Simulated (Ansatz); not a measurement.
# CH5AlF2: the cost of one run

Method: RKS B3LYP-D4/6-31G*, in Ansatz 0.2.0.

## 1. The system as given

Bond lengths: Al1–C3 1.970 Å, C3–H4 1.110 Å, C3–H5 1.110 Å, C3–H6 1.110 Å, Al1–F7 1.690 Å, Al1–F8 1.990 Å. Angles: Al1–C3–H4 109.5°, Al1–C3–H5 109.5°, Al1–C3–H6 109.5°, H4–C3–H5 109.4°, H4–C3–H6 109.4°, H5–C3–H6 109.4°, C3–Al1–F7 120.0°, C3–Al1–F8 96.8°, F7–Al1–F8 101.3°.

Structure file:

```xyz
9

Al    0.0000    0.0000    0.0000
H     0.0000    0.0000    1.9100
C     1.7060    0.0000   -0.9850
H     2.0356   -1.0462   -1.1552
H     1.5695    0.5080   -1.9624
H     2.4756    0.5381   -0.3932
F    -1.4635    0.0000   -0.8450
F     0.0892    1.8864    0.6275
H     0.0478    1.0118    1.7645
```

## 2. Pulling towards end A

Springs on the bonds that form and break draw the guess towards this end; the thresholds are loose.

The input, input.yaml:

```yaml
crystal:
  periodic: [false, false, false]
  atoms:
    - { symbol: Al, position_ang: [0.0, 0.0, 0.0] }
    - { symbol: H, position_ang: [0.0, 0.0, 1.91] }
    - { symbol: C, position_ang: [1.706, 0.0, -0.985] }
    - { symbol: H, position_ang: [2.0356, -1.0462, -1.1552] }
    - { symbol: H, position_ang: [1.5695, 0.508, -1.9624] }
    - { symbol: H, position_ang: [2.4756, 0.5381, -0.3932] }
    - { symbol: F, position_ang: [-1.4635, 0.0, -0.845] }
    - { symbol: F, position_ang: [0.0892, 1.8864, 0.6275] }
    - { symbol: H, position_ang: [0.0478, 1.0118, 1.7645] }
basis:
  gaussian: { orbitals: "6-31G*" }
hamiltonian:
  xc: b3lyp
  dispersion: d4
relax:
  f_tol: 0.15
  max_steps: 25
  restrain:
    - { distance: [0, 7], at: 2.89, k: 30.0 }
    - { distance: [8, 1], at: 1.86, k: 30.0 }
    - { distance: [0, 1], at: 1.56, k: 30.0 }
    - { distance: [8, 7], at: 0.92, k: 30.0 }
```

Command:

```
$ ansatz run input.yaml --threads 1 --pin off --max-ram 2048MiB --backend cpu --events-out ev --progress --plain --runs-dir out
```

Q: Estimate wall time and peak memory on 1 thread of Arm Neoverse V1, shared host.

About 27 s, with a peak of 0.14 GiB.
